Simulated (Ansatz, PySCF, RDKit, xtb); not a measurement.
**C3H7F3O2Si: ranking a sample of isomers**

Which of a sample of isomers of C3H7F3O2Si is the most stable in the gas at 298.15 K, and what are its properties? The sample is small against all isomers, and the most stable one of this formula need not be in it.

The funnel: GFN2-xTB relaxations, single points with a density functional, relaxations at PBE0-D3(BJ)/def2-SVP, harmonic vibrations (at GFN2-xTB), and a last energy at a higher level. All values are calculated.

## (1) Possible bonding patterns

Isomers were taken from a list of plausible structures; this is a sample, not all of them. That gives 7 candidates.

| label | SMILES | spin |
| --- | --- | --- |
| c499 | COCO[C@H](F)[SiH](F)F | singlet |
| c639 | FC(F)(F)COCO[SiH3] | singlet |
| c655 | CO[SiH2]OCC(F)(F)F | singlet |
| c689 | OCCO[C@H](F)[SiH](F)F | singlet |
| c901 | CCOCO[Si](F)(F)F | singlet |
| c927 | CO[SiH](OC)C(F)(F)F | singlet |
| c974 | C[C@H](O[SiH3])OC(F)(F)F | singlet |

Candidates are built by distance geometry, with a force field where one applies, in up to four conformers (letters a to d).

**Question.** With final energies at CCSD(T)/def2-SVP + MP2/def2-TZVPP - MP2/def2-SVP, which structure will this search put lowest in free energy, and by what margin?

| quantity | value |
| --- | --- |
| lowest structure found | CCOCO[Si](F)(F)F, singlet |
| next finalist | COCO[C@H](F)[SiH](F)F, singlet, 89.5 kcal/mol higher in G |
| share at equilibrium, among the finalists | 100.0 % |
| dipole moment (PBE0/def2-SVPD) | 2.05 D |
| HOMO energy (PBE0/def2-SVPD) | -8.49 eV |
| LUMO energy (PBE0/def2-SVPD) | 0.00 eV |
| HOMO–LUMO gap (PBE0/def2-SVPD) | 8.49 eV |
| lowest excitation (TD-PBE0/def2-SVPD) | 7.48 eV (f = 0.017) |
| strongest of the states computed, same level | 8.73 eV (f = 0.041) |
| lowest triplet excitation, same level, Tamm-Dancoff | 7.32 eV |
| vertical ionisation energy | 10.64 eV |
| vertical electron affinity | -1.25 eV (unbound: the value depends on the basis) |
| vertical triplet less singlet | +7.70 eV |

The search ends on `CCOCO[Si](F)(F)F`. The margin of 89.5 kcal/mol over the next finalist is beyond the usual error of the last level; it says nothing of structures that weren't ranked. GFN2-xTB, HF/STO-3G, r2SCAN-D4/def2-SVP, PBE0-D3(BJ)/def2-SVP, HF/def2-SVP and MP2/def2-SVP already put its bonding pattern lowest among the structures in one piece. 2 minima inside the window were never screened. The search is not exhaustive (a finite list of starts, one conformer a finalist), so a lower isomer can't be ruled out. Only 7 drawn patterns were tried, so whole families of isomers are missing, and the result ranks this sample alone.
